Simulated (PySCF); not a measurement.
# C2H8N2Si: the cost of one run

Programs: PySCF 2.14.0, with density-fitted response routines of our own. Each step states its level of theory. These are calculated values for one molecule in the gas phase, unless marked as measured. Atoms are numbered from 0 throughout.

## (1) Starting geometry

13 atoms, charge 0, multiplicity 1; geometry from: PBE0-D3(BJ)/def2-SVP.

Bonds of the start (Å): C0–C1 1.49, C1–N2 1.27, N2–Si3 1.76, Si3–N4 1.72, C0–H5 1.10, C0–H6 1.10, C0–H7 1.10, C1–H8 1.12, Si3–H9 1.49, Si3–H10 1.50, N4–H11 1.01, N4–H12 1.01.

## (2) Shielding tensors: PBE0/pcSseg-2

The job: settings as JSON, then the geometry in Å.

```
{"job": {"kind": "nmr", "xc": "PBE0", "basis": "pcSseg-2", "pop": false}, "charge": 0, "multiplicity": 1}
C      2.502453     0.090375    -0.045361
C      1.093421    -0.372179     0.136313
N      0.107429     0.133773    -0.474636
Si    -1.552158    -0.414453    -0.275216
N     -2.657926     0.823945     0.190343
H      3.130784    -0.739855    -0.409721
H      2.930590     0.406103     0.920555
H      2.541539     0.923025    -0.760009
H      0.975750    -1.212831     0.862896
H     -1.983039    -0.929943    -1.605537
H     -1.610229    -1.485043     0.776615
H     -2.621566     1.183871     1.137922
H     -2.850945     1.575659    -0.463147
```

With the program's defaults for keys left out, this is: GIAO PBE0/pcSseg-2 NMR shielding, non-relativistic, gas phase.

On the command line:

```bash
$ OMP_NUM_THREADS=1 python probes_run.py task.json out
```

The driver reads the jobs from task.json and runs them one after another.

Q: Estimate the wall time and peak memory of this first job on 1 thread of Arm Neoverse N1, shared host.

About 72 s, with a peak of 1.2 GiB.
